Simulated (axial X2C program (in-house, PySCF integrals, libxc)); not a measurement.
**YF⁺: from the state search to constants**

What are the state, bond length, wavenumber and bond energy of YF⁺, and what does spin–orbit coupling change?

Program: an in-house X2C program for linear molecules on PySCF integrals. Level of theory: all-electron X2C, Y dyall-cv3z, F dyall-av3z. These are calculated values, not measurements.

### 1 Input

File task.json:

```json
{"zs": [39, 9], "q": 1, "bas": ["dyall-cv3z", "dyall-av3z"], "levels": ["PBE0", "HF", "PBE50"], "cc": true, "r0": 2.27, "thr": -1.0, "nmax": 90, "npts": 10, "nst": 2, "ntry": 6}
```

Keys: zs atomic numbers; q charge; bas basis sets; levels methods (HF also brings MP2); cc coupled cluster on or off; r0 starting distance in Å; thr threshold in hartree for freezing inner shells (an s shell follows its p shell); nmax most natural virtual spinors; npts points asked for on the curve; nst determinants followed; ntry starts of the search.

On the command line:

```
$ python so2c.py task.json out
```

Spin-free means the one-electron spin-free X2C Hamiltonian; two-component (2c) means X2C with spin–orbit coupling and atomic mean-field two-electron Coulomb and Gaunt terms. Basis: Y dyall-cv3z contracted to [11s12p9d6f3g], F dyall-av3z contracted to [7s6p3d2f]; Gaussian nuclei, density fitting. Masses: Y 88.906 u, F 18.998 u.

Notation: σ, π±, δ± give the projection m of an orbital's angular momentum (0, ±1, ±2), α and β its spin, Λ and M_S the sums; ω is the projection of a spinor's total angular momentum and Ω the sum. Logs are in hartree.

The results follow Hamiltonian by Hamiltonian and level by level.

### 2 Which state to follow

PBE0 moves the distance from 2.270 Å to 1.872 Å and compares determinants there.

Spin-free determinants:

```csv
ΔE (eV),state,open shells
0.00,"M_S = 1/2, Λ = 0",beyond closed shells: σα
0.51,"M_S = 1/2, Λ = 2",beyond closed shells: δ+α
1.26,"M_S = 1/2, Λ = 1",beyond closed shells: π+α
8.32,"M_S = 3/2, Λ = 3","beyond closed shells: σα, π+α, π+β, π-α, δ+α"
8.34,"M_S = 1/2, Λ = 3","beyond closed shells: σα, π+α, π+β, π-β, δ+α"
```

Two-component determinants:

```json
{"ΔE (eV)": "0.00", "state": "Ω = 1/2", "open shells": "excess of +ω over −ω: ω = 1/2"}
{"ΔE (eV)": "0.47", "state": "Ω = 3/2", "open shells": "excess of +ω over −ω: ω = 3/2"}
{"ΔE (eV)": "0.54", "state": "Ω = 5/2", "open shells": "excess of +ω over −ω: ω = 5/2"}
{"ΔE (eV)": "8.28", "state": "Ω = 5/2", "open shells": "excess of +ω over −ω: ω = -1/2, 2 × ω = 3/2"}
{"ΔE (eV)": "8.32", "state": "Ω = 9/2", "open shells": "excess of +ω over −ω: ω = 1/2, ω = 3/2, ω = 5/2"}
{"ΔE (eV)": "8.33", "state": "Ω = 1/2", "open shells": "excess of +ω over −ω: 2 × ω = -1/2, ω = 3/2"}
{"ΔE (eV)": "8.38", "state": "Ω = 7/2", "open shells": "excess of +ω over −ω: 2 × ω = 1/2, ω = 5/2"}
```

### 3 PBE0, spin-free

State followed: M_S = 1/2, Λ = 0 (beyond closed shells: σα). The scan is laid around 1.872 Å, a first estimate of the minimum, and this SCF restarts from the orbitals of the search.

The SCF at the reference distance of 1.872 Å:

```text
spin-free X2C-1e  PBE0
basis functions 215  fitting functions 1010  grid points 5075
iter        total energy     max residual
   1      -3484.425831035     4.05e-05
   2      -3484.425831054     2.58e-05
   3      -3484.425831059     5.40e-06
converged
one-electron -5001.93157835  Coulomb 1538.65451027  exact exchange -29.59115934  xc functional -90.77833068  nuclear repulsion 99.22072705
```

Along the bond, energies from the lowest point:

| R (Å) | E (eV) | μ (D) | HOMO (eV) | LUMO (eV) | iterations |
| --- | --- | --- | --- | --- | --- |
| 1.629 | 1.2444 | -2.94 | -10.17 | -7.71 | 38 |
| 1.704 | 0.5208 | -3.53 | -10.31 | -7.88 | 32 |
| 1.760 | 0.2074 | -3.96 | -10.41 | -8.01 | 30 |
| 1.816 | 0.0450 | -4.37 | -10.50 | -8.13 | 29 |
| 1.872 | 0.0000 | -4.77 | -10.59 | -8.25 | 3 |
| 1.938 | 0.0608 | -5.23 | -10.69 | -8.38 | 28 |
| 2.003 | 0.2116 | -5.68 | -10.79 | -8.51 | 27 |
| 2.087 | 0.4973 | -6.25 | -10.91 | -8.66 | 27 |
| 2.190 | 0.9323 | -6.93 | -11.05 | -8.83 | 27 |
| 2.340 | 1.6430 | -7.88 | -11.24 | -9.04 | 29 |

Dipoles are positive if F is the positive end and refer to the centre of mass.

Outer orbitals at the reference distance:

| symmetry | occupied | ε (eV) | atomic character |
| --- | --- | --- | --- |
| σα | yes | -35.07 | 46% Y p, 40% F s, 4% Y d |
| σβ | yes | -34.93 | 49% Y p, 38% F s, 4% Y d |
| σα | yes | -17.59 | 83% F p, 11% Y d, 3% Y p |
| σβ | yes | -17.58 | 83% F p, 10% Y d, 3% Y p |
| π-β | yes | -17.40 | 85% F p, 8% Y d, 3% Y f |
| π+β | yes | -17.40 | 85% F p, 8% Y d, 3% Y f |
| π+α | yes | -17.39 | 85% F p, 8% Y d, 3% Y f |
| π-α | yes | -17.39 | 85% F p, 8% Y d, 3% Y f |
| σα | yes | -10.59 | 66% Y s, 17% Y d, 9% F p |
| δ+α | no | -8.25 | 99% Y d |
| δ-α | no | -8.25 | 99% Y d |
| σβ | no | -7.95 | 70% Y s, 13% Y d, 8% F p |
| δ-β | no | -7.55 | 99% Y d |

PBE0 fields in the half plane through the axis: z from -2.4 to 4.2 Å across, distance from the axis 0.15 to 2.25 Å upwards; Y lies at z = 0 and F at z = 1.872 Å; the ELF is damped to zero where the density is low.

log10 density (e/bohr³). Ten even steps from ' ' (-6.12 ) to '@' (1.57 ):
```
::::------============--------::::::......    
::------==================--------::::::....  
------========++++==============------::::..  
------====++++++++++++++++++++======----::::..
----======++++******++++++++++++++====----::..
----====++++**######**************++====--::..
----====++**##########****######****++==--::::
----==++++**##%%@@%%##**####%%%%##**++==--::::
```

ELF. Ten even steps from '0' (0.00 ) to '9' (0.94 ):
```
00158999986300000000000
01589999975200000000000
03688776642100000000000
14553223321012221000000
13210124541025554210000
12000368885137887420000
11002784247258998631000
10005975456368159741000
```

Re = 1.869 Å, ωe = 710 cm⁻¹, ωexe = 2.51 cm⁻¹, Be = 0.3082 cm⁻¹, De = 6.47 eV, μ = -4.75 D.

### 4 HF, spin-free

Output at 1.872 Å:

```text
spin-free X2C-1e  HF
basis functions 215  fitting functions 1010  grid points 5075
iter        total energy     max residual
   1      -3482.420978392     3.85e-01
   2      -3482.447186322     1.22e-02
   3      -3482.448263302     2.99e-02
   4      -3482.448862875     3.61e-03
   5      -3482.449003697     2.79e-03
   6      -3482.449108897     3.42e-03
   7      -3482.449122316     1.09e-03
   8      -3482.449124033     6.53e-05
   9      -3482.449124137     7.42e-05
  10      -3482.449124150     1.93e-05
  11      -3482.449124151     3.22e-06
  12      -3482.449124151     3.29e-06
  13      -3482.449124151     1.06e-06
converged
one-electron -5000.74374186  Coulomb 1537.53236500  exact exchange -118.45847434  xc functional 0.00000000  nuclear repulsion 99.22072705
```

Re = 1.889 Å, ωe = 704 cm⁻¹, ωexe = 2.3 cm⁻¹, Be = 0.3018 cm⁻¹, De = 4.60 eV, μ = -5.12 D.

### 5 PBE50, spin-free

The SCF at the reference distance of 1.872 Å:

```text
spin-free X2C-1e  PBE50
basis functions 215  fitting functions 1010  grid points 5075
iter        total energy     max residual
   1      -3484.490444575     1.29e-01
   2      -3484.493427958     6.63e-03
   3      -3484.493633089     2.67e-02
   4      -3484.494002866     5.91e-04
   5      -3484.494005705     2.72e-04
   6      -3484.494006642     1.95e-04
   7      -3484.494006939     5.46e-05
   8      -3484.494006964     2.04e-05
   9      -3484.494006968     4.16e-06
converged
one-electron -5001.88133215  Coulomb 1538.63730986  exact exchange -59.20695709  xc functional -61.26375464  nuclear repulsion 99.22072705
```

Re = 1.861 Å, ωe = 724 cm⁻¹, ωexe = 2.5 cm⁻¹, Be = 0.3109 cm⁻¹, De = 6.10 eV, μ = -4.94 D.

### 6 Correlated methods, spin-free

Correlated methods: 9 electrons correlated (frozen shells, counted by type: Y 4 s, 3 p, 1 d; F 1 s), 309 virtual spinors in MP2, 89 natural virtuals in coupled cluster.

Output of the correlated part at 1.872 Å:

```text
correlated 9  virtual 309  natural virtual 89  E(MP2) -0.301704107  MP2 remainder -0.004094365
iter   CCSD correlation   residual
   1     -0.283779420   1.15e-01
   2     -0.290666146   5.98e-02
   3     -0.292636431   1.28e-02
   4     -0.292677581   4.47e-03
   5     -0.292655442   1.09e-03
   6     -0.292661483   3.60e-04
   7     -0.292660478   1.13e-04
   8     -0.292660211   2.95e-05
   9     -0.292660776   9.21e-06
  10     -0.292660506   3.45e-06
  11     -0.292660587   1.03e-06
  12     -0.292660574   3.30e-07
(T) -0.010620722  T1 0.0243  D1 0.0315  max T2 0.021
```

T1 in the output is the amplitude norm over the root of the electron number; divide by √2 for the Lee–Taylor value.

MP2: Re = 1.904 Å, ωe = 683 cm⁻¹, Be = 0.2971 cm⁻¹, De = 6.96 eV.

CCSD: Re = 1.901 Å, ωe = 689 cm⁻¹, ωexe = 2.28 cm⁻¹, Be = 0.2981 cm⁻¹, De = 6.46 eV. T1 at Re = 0.018 (Lee–Taylor, the printed value over √2).

CCSD(T): Re = 1.904 Å, ωe = 684 cm⁻¹, ωexe = 2.29 cm⁻¹, Be = 0.297 cm⁻¹, De = 6.63 eV. T1 at Re = 0.018 (Lee–Taylor, the printed value over √2).

### 7 A higher determinant, spin-free

State: M_S = 1/2, Λ = 2 (beyond closed shells: δ+α).

Output at the reference distance:

```text
spin-free X2C-1e  PBE0
basis functions 215  fitting functions 1010  grid points 5075
iter        total energy     max residual
   1      -3484.407131698     2.37e-05
   2      -3484.407131705     2.17e-05
   3      -3484.407131712     1.40e-05
converged
one-electron -5005.55804205  Coulomb 1542.43541500  exact exchange -29.62542881  xc functional -90.87980291  nuclear repulsion 99.22072705
```

| R (Å) | E above the lowest PBE0 point (eV) |
| --- | --- |
| 1.629 | 1.943 |
| 1.704 | 1.165 |
| 1.760 | 0.807 |
| 1.816 | 0.599 |
| 1.872 | 0.509 |
| 1.938 | 0.518 |
| 2.003 | 0.620 |
| 2.087 | 0.846 |
| 2.190 | 1.216 |

Re = 1.898 Å, ωe = 668 cm⁻¹, ωexe = 2.38 cm⁻¹, Be = 0.2988 cm⁻¹, μ = -6.16 D. Te = 0.50 eV.

### 8 The spin-free curves together

Energy (eV) of the followed determinant, spin-free, from each level's lowest point:

| R (Å) | PBE0 | HF | MP2 | CCSD | CCSD(T) | PBE50 |
| --- | --- | --- | --- | --- | --- | --- |
| 1.629 | 1.244 | 1.453 | 1.564 | n/a | n/a | 1.185 |
| 1.704 | 0.521 | 0.651 | 0.725 | 0.711 | 0.729 | 0.480 |
| 1.760 | 0.207 | 0.287 | 0.336 | 0.326 | 0.338 | 0.180 |
| 1.816 | 0.045 | 0.081 | 0.105 | 0.100 | 0.106 | 0.032 |
| 1.872 | 0.000 | 0.000 | 0.000 | 0.000 | 0.000 | 0.000 |
| 1.938 | 0.061 | 0.027 | 0.000 | 0.006 | 0.000 | 0.076 |
| 2.003 | 0.212 | 0.153 | 0.099 | 0.111 | 0.099 | 0.243 |
| 2.087 | 0.497 | 0.417 | 0.331 | 0.350 | 0.331 | 0.548 |
| 2.190 | 0.932 | 0.841 | 0.717 | n/a | n/a | 1.006 |
| 2.340 | 1.643 | 1.558 | 1.384 | n/a | n/a | 1.749 |

### 9 PBE0, 2c

State followed: Ω = 1/2 (excess of +ω over −ω: ω = 1/2). The scan is laid around 1.872 Å, a first estimate of the minimum, and this SCF restarts from the orbitals of the search.

Output at 1.872 Å:

```text
two-component X2C + atomic mean field  PBE0
basis functions 215  fitting functions 1010  grid points 5075
iter        total energy     max residual
   1      -3483.140178765     2.01e-05
   2      -3483.140178765     6.67e-06
converged
one-electron -4998.54154349  Coulomb 1537.96574936  exact exchange -29.57836654  xc functional -90.73953035  nuclear repulsion 99.22072705  atomic mean-field constant -1.46721479
```

Along the bond, energies from the lowest point:

| R (Å) | E (eV) | μ (D) | HOMO (eV) | LUMO (eV) | iterations |
| --- | --- | --- | --- | --- | --- |
| 1.629 | 1.2446 | -2.94 | -10.17 | -7.75 | 34 |
| 1.704 | 0.5210 | -3.53 | -10.31 | -7.92 | 30 |
| 1.760 | 0.2075 | -3.95 | -10.40 | -8.04 | 30 |
| 1.816 | 0.0451 | -4.36 | -10.50 | -8.17 | 28 |
| 1.872 | 0.0000 | -4.77 | -10.59 | -8.29 | 2 |
| 1.938 | 0.0606 | -5.23 | -10.69 | -8.42 | 28 |
| 2.003 | 0.2114 | -5.68 | -10.79 | -8.55 | 29 |
| 2.087 | 0.4969 | -6.25 | -10.91 | -8.70 | 31 |
| 2.190 | 0.9318 | -6.93 | -11.05 | -8.87 | 31 |
| 2.340 | 1.6422 | -7.88 | -11.23 | -9.08 | 30 |

Dipoles are positive if F is the positive end and refer to the centre of mass.

Outer spinors at the reference distance:

```tsv
ω	occupied	ε (eV)	atomic character	λ mixture
1/2	yes	-34.97	50% Y p, 38% F s, 4% Y d	97% σ, 3% π
-1/2	yes	-34.83	52% Y p, 36% F s, 4% Y d	97% σ, 3% π
1/2	yes	-17.59	82% F p, 11% Y d, 3% Y p	100% σ
-1/2	yes	-17.58	83% F p, 10% Y d, 3% Y p	100% σ
1/2	yes	-17.42	85% F p, 8% Y d, 3% Y f	100% π
-1/2	yes	-17.41	85% F p, 8% Y d, 3% Y f	100% π
-3/2	yes	-17.38	85% F p, 8% Y d, 3% Y f	100% π
3/2	yes	-17.37	85% F p, 8% Y d, 3% Y f	100% π
1/2	yes	-10.59	66% Y s, 17% Y d, 9% F p	100% σ
-3/2	no	-8.29	99% Y d	100% δ
5/2	no	-8.22	99% Y d	100% δ
-1/2	no	-7.95	70% Y s, 13% Y d, 8% F p	100% σ
3/2	no	-7.59	99% Y d	99% δ, 1% π
```

PBE0 fields in the half plane through the axis: z from -2.4 to 4.2 Å across, distance from the axis 0.15 to 2.25 Å upwards; Y lies at z = 0 and F at z = 1.872 Å; the ELF is damped to zero where the density is low.

log10 density (e/bohr³). Ten even steps from ' ' (-6.13 ) to '@' (1.57 ):
```
::::------============--------::::::......    
::------==================--------::::::....  
------========++++==============------::::..  
------====++++++++++++++++++++======----::::..
----======++++******++++++++++++++====----::..
----====++++**######**************++====--::..
----====++**##########****######****++==--::::
----==++++**##%%@@%%##**####%%%%##**++==--::::
```

ELF. Ten even steps from '0' (0.00 ) to '9' (0.93 ):
```
00158999986300000000000
01589999975200000000000
03688776642100000000000
14543223321012221000000
13210124541025554210000
12000368885137887420000
11002784247258998631000
10005975456368159741000
```

Re = 1.869 Å, ωe = 710 cm⁻¹, ωexe = 2.51 cm⁻¹, Be = 0.3082 cm⁻¹, De = 6.46 eV, μ = -4.75 D.

### 10 HF, 2c

Output at 1.872 Å:

```text
two-component X2C + atomic mean field  HF
basis functions 215  fitting functions 1010  grid points 5075
iter        total energy     max residual
   1      -3481.135748028     3.85e-01
   2      -3481.161954930     1.22e-02
   3      -3481.163033372     2.99e-02
   4      -3481.163633642     3.61e-03
   5      -3481.163774691     2.80e-03
   6      -3481.163880592     3.44e-03
   7      -3481.163894291     1.10e-03
   8      -3481.163896141     7.46e-05
   9      -3481.163896306     1.01e-04
  10      -3481.163896370     4.07e-05
  11      -3481.163896406     2.11e-05
  12      -3481.163896429     3.71e-05
  13      -3481.163896436     1.77e-05
  14      -3481.163896436     2.14e-06
converged
one-electron -4997.35209320  Coulomb 1536.84193001  exact exchange -118.40724551  xc functional 0.00000000  nuclear repulsion 99.22072705  atomic mean-field constant -1.46721479
```

Re = 1.889 Å, ωe = 704 cm⁻¹, ωexe = 2.3 cm⁻¹, Be = 0.3018 cm⁻¹, De = 4.59 eV, μ = -5.13 D.

### 11 PBE50, 2c

The SCF at the reference distance of 1.872 Å:

```text
two-component X2C + atomic mean field  PBE50
basis functions 215  fitting functions 1010  grid points 5075
iter        total energy     max residual
   1      -3483.204919856     1.29e-01
   2      -3483.207902814     6.62e-03
   3      -3483.208106937     2.67e-02
   4      -3483.208476980     5.87e-04
   5      -3483.208479803     2.41e-04
   6      -3483.208480731     1.93e-04
   7      -3483.208481026     5.46e-05
   8      -3483.208481052     2.04e-05
   9      -3483.208481056     4.42e-06
converged
one-electron -4998.49150657  Coulomb 1537.94873705  exact exchange -59.18135921  xc functional -61.23786458  nuclear repulsion 99.22072705  atomic mean-field constant -1.46721479
```

Re = 1.861 Å, ωe = 723 cm⁻¹, ωexe = 2.5 cm⁻¹, Be = 0.3109 cm⁻¹, De = 6.09 eV, μ = -4.93 D.

### 12 Correlated methods, 2c

Correlated methods: 9 electrons correlated (frozen shells, counted by type: Y 4 s, 3 p, 1 d; F 1 s), 309 virtual spinors in MP2, 90 natural virtuals in coupled cluster.

Output of the correlated part at 1.872 Å:

```text
correlated 9  virtual 309  natural virtual 90  E(MP2) -0.301704153  MP2 remainder -0.003783388
iter   CCSD correlation   residual
   1     -0.284037225   1.15e-01
   2     -0.290928106   6.00e-02
   3     -0.292899315   1.28e-02
   4     -0.292941800   4.50e-03
   5     -0.292919235   1.10e-03
   6     -0.292925355   3.66e-04
   7     -0.292924358   1.15e-04
   8     -0.292924087   3.01e-05
   9     -0.292924661   9.67e-06
  10     -0.292924383   3.86e-06
  11     -0.292924472   1.44e-06
  12     -0.292924453   6.91e-07
(T) -0.010653076  T1 0.0243  D1 0.0318  max T2 0.021
```

MP2: Re = 1.904 Å, ωe = 683 cm⁻¹, Be = 0.297 cm⁻¹, De = 6.94 eV.

CCSD: Re = 1.901 Å, ωe = 689 cm⁻¹, ωexe = 2.28 cm⁻¹, Be = 0.2981 cm⁻¹, De = 6.44 eV. T1 at Re = 0.018 (Lee–Taylor, the printed value over √2).

CCSD(T): Re = 1.904 Å, ωe = 684 cm⁻¹, ωexe = 2.29 cm⁻¹, Be = 0.297 cm⁻¹, De = 6.61 eV. T1 at Re = 0.018 (Lee–Taylor, the printed value over √2).

### 13 A higher determinant, 2c

State: Ω = 3/2 (excess of +ω over −ω: ω = 3/2).

Output at the reference distance:

```text
two-component X2C + atomic mean field  PBE0
basis functions 215  fitting functions 1010  grid points 5075
iter        total energy     max residual
   1      -3483.122874143     7.08e-05
   2      -3483.122874144     1.93e-05
converged
one-electron -5002.20096949  Coulomb 1541.77934860  exact exchange -29.61283549  xc functional -90.84193002  nuclear repulsion 99.22072705  atomic mean-field constant -1.46721479
```

| R (Å) | E above the lowest PBE0 point (eV) |
| --- | --- |
| 1.629 | 1.907 |
| 1.704 | 1.129 |
| 1.760 | 0.770 |
| 1.816 | 0.562 |
| 1.872 | 0.471 |
| 1.938 | 0.479 |
| 2.003 | 0.580 |
| 2.087 | 0.806 |
| 2.190 | 1.176 |

Re = 1.899 Å, ωe = 668 cm⁻¹, ωexe = 2.38 cm⁻¹, Be = 0.2987 cm⁻¹, μ = -6.16 D. Te = 0.46 eV.

### 14 The 2c curves together

Energy (eV) of the followed determinant, 2c, from each level's lowest point:

| R (Å) | PBE0 | HF | MP2 | CCSD | CCSD(T) | PBE50 |
| --- | --- | --- | --- | --- | --- | --- |
| 1.629 | 1.245 | 1.453 | 1.565 | n/a | n/a | 1.185 |
| 1.704 | 0.521 | 0.652 | 0.726 | 0.711 | 0.729 | 0.480 |
| 1.760 | 0.208 | 0.287 | 0.336 | 0.326 | 0.338 | 0.181 |
| 1.816 | 0.045 | 0.082 | 0.106 | 0.100 | 0.106 | 0.032 |
| 1.872 | 0.000 | 0.000 | 0.000 | 0.000 | 0.001 | 0.000 |
| 1.938 | 0.061 | 0.027 | 0.000 | 0.006 | 0.000 | 0.076 |
| 2.003 | 0.211 | 0.152 | 0.099 | 0.111 | 0.099 | 0.242 |
| 2.087 | 0.497 | 0.417 | 0.331 | 0.350 | 0.331 | 0.548 |
| 2.190 | 0.932 | 0.840 | 0.717 | n/a | n/a | 1.006 |
| 2.340 | 1.642 | 1.557 | 1.384 | n/a | n/a | 1.747 |

The whole job took 4.7 min on 1 thread of Arm Neoverse V1, shared host; peak memory 0.62 GiB.

### 15 Results

Lowest determinant that the search found at its distance, spin-free: M_S = 1/2, Λ = 0 (beyond closed shells: σα).

Lowest determinant that the search found at its distance, 2c: Ω = 1/2 (excess of +ω over −ω: ω = 1/2).

| Hamiltonian | level | Re (Å) | ωe (cm⁻¹) | De (eV) | μ (D) |
| --- | --- | --- | --- | --- | --- |
| spin-free | PBE0 | 1.869 | 710 | 6.47 | -4.75 |
| spin-free | HF | 1.889 | 704 | 4.60 | -5.12 |
| spin-free | MP2 | 1.904 | 683 | 6.96 | n/a |
| spin-free | CCSD | 1.901 | 689 | 6.46 | n/a |
| spin-free | CCSD(T) | 1.904 | 684 | 6.63 | n/a |
| spin-free | PBE50 | 1.861 | 724 | 6.10 | -4.94 |
| 2c | PBE0 | 1.869 | 710 | 6.46 | -4.75 |
| 2c | HF | 1.889 | 704 | 4.59 | -5.13 |
| 2c | MP2 | 1.904 | 683 | 6.94 | n/a |
| 2c | CCSD | 1.901 | 689 | 6.44 | n/a |
| 2c | CCSD(T) | 1.904 | 684 | 6.61 | n/a |
| 2c | PBE50 | 1.861 | 723 | 6.09 | -4.93 |

Dipoles are positive if F is the positive end and refer to the centre of mass.

Time per point (s) on 1 thread of Arm Neoverse V1, shared host (2c runs; CCSD comes with the CCSD(T) run); the times are rough: PBE0 2, HF 1.6, MP2 1.9, CCSD(T) 8.5, PBE50 2.1.

In words: At CCSD(T), going from spin-free to two-component changes Re by 0 mÅ, ωe by 0.0 %; the spin-free picture holds up (part of it comes from the scalar share of the two-electron terms). De moves by -0.03 eV; both De rest on single-determinant atoms, which can miss part of an open shell's spin–orbit lowering.

De refers to Y+ + F, each in the lowest determinant found, which need not be this curve's own limit. The state is a single determinant with fixed occupations, the lowest that a limited PBE0 search found. De is counted from the lowest determinant-based energies of the atoms at the same level, without counterpoise correction. Density functionals use the spin component along the axis (collinear). Coupled cluster ran in a truncated set of natural virtual spinors; the MP2 energy of the rest was added. With the outer-core shells frozen, correlated bond lengths of heavy atoms tend to come out a few hundredths of an ångström too long.
